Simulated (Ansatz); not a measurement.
# CH6BClSSi: one species, many methods

One table from this session's results is given with a row withheld; the runs are named, their logs left out.

The runs use Ansatz 0.2.0, Gaussian basis; functionals in def2-TZVPP, the program's frozen cores in correlated methods.

The runs, in order: PBE-D4, r2SCAN-D4, PBE0-D4, B3LYP-D4, ωB97X-V, ωB97M-V, B2PLYP; CCSD(T)/def2-TZVPP; MP2/def2-QZVPP; extrapolation to the limit.

## The geometry

An earlier PBE0-D4 in a triple-zeta def2 set relaxation fixed the geometry.

SMILES `BS[SiH](C)Cl`, 11 atoms, charge 0, spin multiplicity 1.

Atoms are counted from 1 here; the program's logs count them from 0.

Bond lengths: B1–S2 1.773 Å, B1–H6 1.192 Å, B1–H7 1.196 Å, S2–Si3 2.153 Å, Si3–C4 1.852 Å, Si3–Cl5 2.056 Å, Si3–H8 1.480 Å, C4–H9 1.092 Å, C4–H10 1.092 Å, C4–H11 1.093 Å. Angles: S2–B1–H6 117.3°, S2–B1–H7 121.4°, H6–B1–H7 121.3°, B1–S2–Si3 97.3°, S2–Si3–C4 111.5°, S2–Si3–Cl5 106.6°, S2–Si3–H8 108.9°, C4–Si3–Cl5 109.2°, C4–Si3–H8 112.7°, Cl5–Si3–H8 107.6°, Si3–C4–H9 110.2°, Si3–C4–H10 110.4°, Si3–C4–H11 110.1°, H9–C4–H10 108.7°, H9–C4–H11 108.7°, H10–C4–H11 108.7°.

Set-up of the first run:

File in.yaml:

```yaml
crystal:
  periodic: [false, false, false]
  atoms:
    - {symbol: B, position_ang: [-1.305742, 1.133305, 1.413437]}
    - {symbol: S, position_ang: [-1.871506, 0.284042, -0.036937]}
    - {symbol: Si, position_ang: [0.039586, 0.100537, -1.011080]}
    - {symbol: C, position_ang: [1.121480, -1.137575, -0.158684]}
    - {symbol: Cl, position_ang: [-0.338314, -0.536609, -2.929054]}
    - {symbol: H, position_ang: [-2.118381, 1.396529, 2.244276]}
    - {symbol: H, position_ang: [-0.156132, 1.432524, 1.551344]}
    - {symbol: H, position_ang: [0.664083, 1.439002, -1.098101]}
    - {symbol: H, position_ang: [1.327887, -0.817350, 0.865164]}
    - {symbol: H, position_ang: [0.632420, -2.113177, -0.127979]}
    - {symbol: H, position_ang: [2.069916, -1.238228, -0.691786]}
basis:
  gaussian: {orbitals: def2-TZVPP}
hamiltonian: {xc: pbe, dispersion: d4}
output: {forces: true, orbitals: {seedname: orbitals}}
```

Run with:

```bash
ansatz run in.yaml --threads 4 --pin off --events-out ev --progress --plain --max-ram 10444MiB
```

Steps of the session up to this table: PBE-D4 (GGA); r2SCAN-D4 (meta-GGA); PBE0-D4 (hybrid); B3LYP-D4 (hybrid); ωB97X-V (range-separated); ωB97M-V (range-separated); B2PLYP (double hybrid); CCSD(T) in def2-TZVPP; MP2 in def2-QZVPP.

One of the session's tables, all rows but one given; the rest of the session is left out.

| method | atomisation energy (kJ/mol) |
| --- | --- |
| PBE-D4 | 3900.1 |
| r2SCAN-D4 | 3889.9 |
| PBE0-D4 | 3871.8 |
| B3LYP-D4 | 3851.6 |
| ωB97X-V | 3881.5 |
| ωB97M-V | 3885.1 |
| B2PLYP | 3808.3 |
| HF/def2-TZVPP | 2956.9 |
| MP2/def2-TZVPP | 3811.2 |
| CCSD/def2-TZVPP | 3704.5 |
| CCSD(T)/def2-TZVPP | ? |
| MP2/CBS | 3909.8 |
| CCSD(T)/CBS | 3855.3 |

Estimate the missing values for CCSD(T)/def2-TZVPP.

As computed: atomisation energy (kJ/mol): 3756.6. In the column «atomisation energy (kJ/mol)» it lies between CCSD/def2-TZVPP (3704.5) and B2PLYP (3808.3).

Among the levels timed on like hardware and quicker than the yardstick, those that no quicker one beats, quickest first: PBE-D4 (2.6 s, +44.8 kJ/mol); PBE0-D4 (3.5 s, +16.6 kJ/mol); B3LYP-D4 (5.5 s, -3.7 kJ/mol).

B2PLYP carry no dispersion term (for B3LYP, D4 adds 48.8 kJ/mol).
